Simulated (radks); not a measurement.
**Excited configurations of Cu⁺**

An exercise on one series of results from a longer session: the logs are not shown, and one member is left open.

Program: radks (a radial shooting solver on a logarithmic mesh, Libxc functionals) version 1. Level of theory: scalar-relativistic Kohn-Sham, BLYP, spin-polarised, spherical densities, point nucleus; open shells are filled with parallel spins first. These are calculated values, not measurements, unless marked.

3 further runs of the same task are left out: 3 that didn't finish.

### Starting point

| Property | Result |
| --- | --- |
| element | copper (Z = 29) |
| charge | +1 |
| electrons | 28 |
| configuration | [Ar] 3d10 |

Outer shells as boxes (Hund's rule):

Cu⁺
```
[Ar] core
3d [↑↓][↑↓][↑↓][↑↓][↑↓]
```

Set-up of the first run:

Settings of this run:

```text
Z 29
configuration [Ar] 3d10
relativity scalar-relativistic
functional b88,lyp
spin polarised
nucleus point
c 137.035999084
```

Among the steps run: Ground configuration: [Ar] 3d10.

One of the session's tables, all rows but one given; the rest of the session is left out.

Radial moments (bohr):

```
level      <r>  outermost maximum (interpolated)  90 % within  nodes
   1s  0.05213                            0.0341       0.0931      0
   2s   0.2352                             0.197        0.364      1
   2p        ?                                 ?            ?      ?
   3s   0.7126                             0.613         1.07      2
   3p   0.7503                             0.619         1.16      1
   3d    1.018                             0.602         1.84      0
```

Estimate the missing values for 2p.

As computed: <r>: 0.2064; outermost maximum (interpolated): 0.158; 90 % within: 0.338; nodes: 0. In the column «<r>» it lies between 1s (0.05213) and 2s (0.2352).

Caveats from the session: Open shells are spherical and high-spin; term and fine-structure splittings are not resolved.
